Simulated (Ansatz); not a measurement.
# F₂H₂SeSi: up Jacob's ladder to CCSD(T)

An exercise on one series of results from a longer session: the logs are not shown, and one member is left open.

Method: functionals in def2-TZVPP, the program's frozen cores in correlated methods; program: Ansatz 0.2.0, Gaussian basis.

The runs, in order: LDA (SPW92), PBE-D4, revPBE-D4, BLYP-D4, r2SCAN-D4, B97M-V, PBE0-D4, B3LYP-D4, r2SCANh-D4, r2SCAN0-D4, HSE06-D4, BHLYP-D4, CAM-B3LYP-D4, LC-ωPBE, ωB97X-V, ωB97M-V, B2PLYP, PBE-QIDH; CCSD(T)/def2-SVP; CCSD(T)/def2-TZVPP; MP2/def2-QZVPP; extrapolation to the limit; RPA on PBE.

**Structure used throughout**

An earlier PBE0-D4 in a triple-zeta def2 set relaxation fixed the geometry.

SMILES `F[SiH](F)[SeH]`, 6 atoms, charge 0, spin multiplicity 1.

Atoms are counted from 1 here; the program's logs count them from 0.

Bond lengths: F1–Si2 1.585 Å, Si2–F3 1.585 Å, Si2–Se4 2.247 Å, Si2–H5 1.472 Å, Se4–H6 1.470 Å. Angles: F1–Si2–F3 105.4°, F1–Si2–Se4 111.4°, F1–Si2–H5 109.5°, F3–Si2–Se4 111.4°, F3–Si2–H5 109.5°, Se4–Si2–H5 109.5°, Si2–Se4–H6 91.5°.

Geometry (Å):

```mol
F2H2SeSi
  3D, bonds by distance, orders not assigned

  6  5  0  0  0  0  0  0  0  0999 V2000
   -0.2582   -1.6563    0.4179 F   0  0
    0.4703   -0.3090    0.0100 Si  0  0
    0.6373   -0.3813   -1.5646 F   0  0
   -0.7279    1.4898    0.6255 Se  0  0
    1.7976   -0.2561    0.6437 H   0  0
   -1.8769    1.0488   -0.1786 H   0  0
  1  2  8  0
  2  3  8  0
  2  4  8  0
  2  5  8  0
  4  6  8  0
M  END
```

The first run:

in.yaml reads:

```yaml
crystal:
  periodic: [false, false, false]
  atoms:
    - {symbol: F, position_ang: [-0.258236, -1.656326, 0.417862]}
    - {symbol: Si, position_ang: [0.470258, -0.308965, 0.009989]}
    - {symbol: F, position_ang: [0.637314, -0.381270, -1.564592]}
    - {symbol: Se, position_ang: [-0.727885, 1.489805, 0.625503]}
    - {symbol: H, position_ang: [1.797570, -0.256108, 0.643677]}
    - {symbol: H, position_ang: [-1.876921, 1.048764, -0.178638]}
basis:
  gaussian: {orbitals: def2-TZVPP}
hamiltonian: {xc: lda}
output: {orbitals: {seedname: orbitals}}
```

Steps of the session up to this table: LDA; PBE-D4 (GGA); revPBE-D4 (GGA); BLYP-D4 (GGA); r2SCAN-D4 (meta-GGA); B97M-V (meta-GGA); PBE0-D4 (hybrid); B3LYP-D4 (hybrid); r2SCANh-D4 (hybrid); r2SCAN0-D4 (hybrid); HSE06-D4 (hybrid); BHLYP-D4 (hybrid); CAM-B3LYP-D4 (range-separated); LC-ωPBE-D4 (range-separated; the results give it without D4); ωB97X-V (range-separated); ωB97M-V (range-separated); B2PLYP (double hybrid); PBE-QIDH (double hybrid).

One of the session's tables, all rows but one given; the rest of the session is left out.

It belongs to the step «Orbital energies across the functionals». 

| functional | HOMO (eV) | gap (eV) |
| --- | --- | --- |
| LDA (SPW92) | -6.72 | 5.26 |
| PBE-D4 | -6.56 | 5.27 |
| revPBE-D4 | -6.50 | 5.29 |
| BLYP-D4 | -6.38 | 5.16 |
| r2SCAN-D4 | -6.85 | 5.87 |
| B97M-V | -6.92 | 5.83 |
| PBE0-D4 | -7.76 | 7.36 |
| B3LYP-D4 | -7.50 | 6.84 |
| r2SCANh-D4 | ? | ? |
| r2SCAN0-D4 | -7.95 | 7.75 |
| HSE06-D4 | -7.36 | 6.58 |
| BHLYP-D4 | -8.77 | 9.28 |
| CAM-B3LYP-D4 | -9.05 | 9.70 |
| LC-ωPBE | -10.43 | 12.34 |
| ωB97X-V | -10.07 | 11.82 |
| ωB97M-V | -9.93 | 11.46 |

Estimate the missing values for r2SCANh-D4.

Worked estimate for «HOMO (eV)». Against the share of exact exchange, r2SCAN-D4 (0, -6.85), r2SCAN0-D4 (0.25, -7.95) give a slope of -4.40 per unit share; at 0.1 the line stands at -7.29.

As computed: HOMO (eV): -7.29; gap (eV): 6.62. In «HOMO (eV)» the line misses by 0.00.
